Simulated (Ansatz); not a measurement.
# C3H7FGe: small, medium and large basis sets

How large a basis does C3H7FGe need? Two functionals are run in growing sets.

The runs use Ansatz 0.2.0, Gaussian basis; one geometry, several basis sets.

Plan: PBE0-D4/def2-SVP; ωB97M-V/def2-SVP; PBE0-D4/def2-QZVPP; ωB97M-V/def2-QZVPP; the functionals' def2-TZVPP values are taken from earlier runs.

## Step 1: The relaxed structure

An earlier PBE0-D4 in a triple-zeta def2 set relaxation fixed the geometry.

12 atoms, charge 0, spin multiplicity 1.

Atoms are counted from 1 here; the program's logs count them from 0.

Bond lengths: C1–C2 1.495 Å, C1–H6 1.096 Å, C1–H7 1.091 Å, C1–H8 1.092 Å, C2–F3 1.378 Å, C2–C4 1.510 Å, C2–Ge5 1.963 Å, C4–Ge5 1.960 Å, C4–H9 1.086 Å, C4–H10 1.085 Å, Ge5–H11 1.525 Å, Ge5–H12 1.522 Å. Angles: C2–C1–H6 110.0°, C2–C1–H7 110.9°, C2–C1–H8 110.6°, H6–C1–H7 108.8°, H6–C1–H8 108.2°, H7–C1–H8 108.3°, C1–C2–F3 110.9°, C1–C2–C4 118.8°, C1–C2–Ge5 122.0°, F3–C2–C4 113.3°, F3–C2–Ge5 117.9°, C4–C2–Ge5 67.2°, C2–C4–Ge5 67.5°, C2–C4–H9 117.4°, C2–C4–H10 114.4°, Ge5–C4–H9 121.6°, Ge5–C4–H10 114.4°, H9–C4–H10 113.8° and more.

## Step 2: PBE0-D4 in def2-SVP

The input, in.yaml:

```yaml
crystal:
  periodic: [false, false, false]
  atoms:
    - {symbol: C, position_ang: [-0.787819, -0.184051, 1.334777]}
    - {symbol: C, position_ang: [0.374876, -0.142740, 0.396682]}
    - {symbol: F, position_ang: [1.549951, -0.432643, 1.055459]}
    - {symbol: C, position_ang: [0.496737, 1.018174, -0.561079]}
    - {symbol: Ge, position_ang: [0.216291, -0.688382, -1.482637]}
    - {symbol: H, position_ang: [-0.673864, 0.585793, 2.106654]}
    - {symbol: H, position_ang: [-0.862408, -1.158693, 1.819102]}
    - {symbol: H, position_ang: [-1.720078, 0.005181, 0.798896]}
    - {symbol: H, position_ang: [-0.277433, 1.778267, -0.525180]}
    - {symbol: H, position_ang: [1.501101, 1.418830, -0.655923]}
    - {symbol: H, position_ang: [-1.166672, -0.990589, -2.049129]}
    - {symbol: H, position_ang: [1.426317, -1.264247, -2.203621]}
basis:
  gaussian: {orbitals: def2-SVP}
hamiltonian: {xc: pbe0, dispersion: d4}
output: {orbitals: {seedname: orbitals}}
```

After this run come: ωB97M-V in def2-SVP; PBE0-D4 in def2-QZVPP; ωB97M-V in def2-QZVPP.

**Question.** What will the summary of the whole plan be? Wanted: PBE0-D4: double and triple zeta above quadruple; ωB97M-V: double and triple zeta above quadruple.

As calculated:

| quantity | value |
| --- | --- |
| PBE0-D4: double and triple zeta above quadruple | 15.50, 1.55 eV |
| ωB97M-V: double and triple zeta above quadruple | 15.71, 1.51 eV |

For PBE0-D4 the step from double to triple zeta gains 13.95 eV and the next only 1.55 eV. These are total energies; as a rule much of such shifts cancels in differences, which this series doesn't test. The LUMO of ωB97M-V is positive and keeps falling with the basis (2.28 to 1.41 eV): an unbound level that the basis holds in place.
